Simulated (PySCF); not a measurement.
# From one method to the next for Cd³⁺

What do other methods print for Cd³⁺?

Program: PySCF 2.14.0. Level of theory: each script names its method and basis. These are calculated values, not measurements.

4 further runs of the same task are left out: 1 for a known fault of the program, 3 that didn't finish.

## Step 1: The atom

Cd³⁺: 1 atom, charge 3, spin multiplicity 2.

## Step 2: The run that the others are compared with

Input file input.py:

```python
from pyscf import gto, scf, mp

mol = gto.M(
    atom='Cd 0 0 0',
    basis='x2c-svpall',
    charge=3,
    spin=1,
    verbose=3,
)
mf = scf.UHF(mol)
mf = mf.sfx2c1e()
mf.kernel()
mp.MP2(mf, frozen=14).kernel()
mf.dip_moment()
print('orbital energies (hartree):', [e[max(0, n-3):n+3].round(4) for e, n in zip(mf.mo_energy, mol.nelec)])
```

The run is started by

```console
$ OMP_NUM_THREADS=1 python input.py
```

## Step 3: Stability test

Edit 1 changes step after the SCF: mp2 → stability.

input.py, as its differences from that of step 2:

```diff
@@ -1,2 +1,2 @@
-from pyscf import gto, scf, mp
+from pyscf import gto, scf
 
@@ -12,3 +12,3 @@
 mf.kernel()
-mp.MP2(mf, frozen=14).kernel()
+mf.stability(internal=True, external=True)
 mf.dip_moment()
```

## Step 4: Lc_wpbe (UKS)

Edit 2 changes functional: none (Hartree–Fock) → lc_wpbe; SCF type: UHF → UKS; step after the SCF: mp2 → analyze.

Input file input.py:

```python
from pyscf import gto, dft

mol = gto.M(
    atom='Cd 0 0 0',
    basis='x2c-svpall',
    charge=3,
    spin=1,
    verbose=3,
)
mf = dft.UKS(mol, xc='lc_wpbe')
mf = mf.sfx2c1e()
mf.kernel()
mf.analyze()
print('orbital energies (hartree):', [e[max(0, n-3):n+3].round(4) for e, n in zip(mf.mo_energy, mol.nelec)])
```

## Step 5: Population analysis

Edit 3 changes step after the SCF: mp2 → analyze.

Input file input.py:

```python
from pyscf import gto, scf

mol = gto.M(
    atom='Cd 0 0 0',
    basis='x2c-svpall',
    charge=3,
    spin=1,
    verbose=3,
)
mf = scf.UHF(mol)
mf = mf.sfx2c1e()
mf.kernel()
mf.analyze()
print('orbital energies (hartree):', [e[max(0, n-3):n+3].round(4) for e, n in zip(mf.mo_energy, mol.nelec)])
```

## Step 6: SCF alone

Edit 4 changes step after the SCF: mp2 → none.

input.py, as its differences from that of step 2:

```diff
@@ -1,2 +1,2 @@
-from pyscf import gto, scf, mp
+from pyscf import gto, scf
 
@@ -12,3 +12,2 @@
 mf.kernel()
-mp.MP2(mf, frozen=14).kernel()
 mf.dip_moment()
```

Q: Predict the outcome of this session. Wanted: for each run, E(SCF); from base; gap, α spin; after the SCF.

**Answer**, as computed:

| run | E(SCF) (hartree) | from base (eV) | gap, α spin (eV) | after the SCF |
| --- | --- | --- | --- | --- |
| base | -5588.709770 | 0 | 28.19 | MP2 correlation -9.755 eV, core frozen |
| stability test | -5588.709770 | 0.0000 | 28.19 | unstable: internal, UHF/UKS -> GHF/GKS |
| lc_wpbe (UKS) | -5590.741789 | not comparable | 23.41 | n/a |
| population analysis | -5588.709770 | 0.0000 | 28.19 | n/a |
| SCF alone | -5588.709770 | 0.0000 | 28.19 | n/a |

What this shows: A lower total energy from another functional means nothing by itself. The dearest run is “lc_wpbe (UKS)”, at 10 s against 1.9 s.
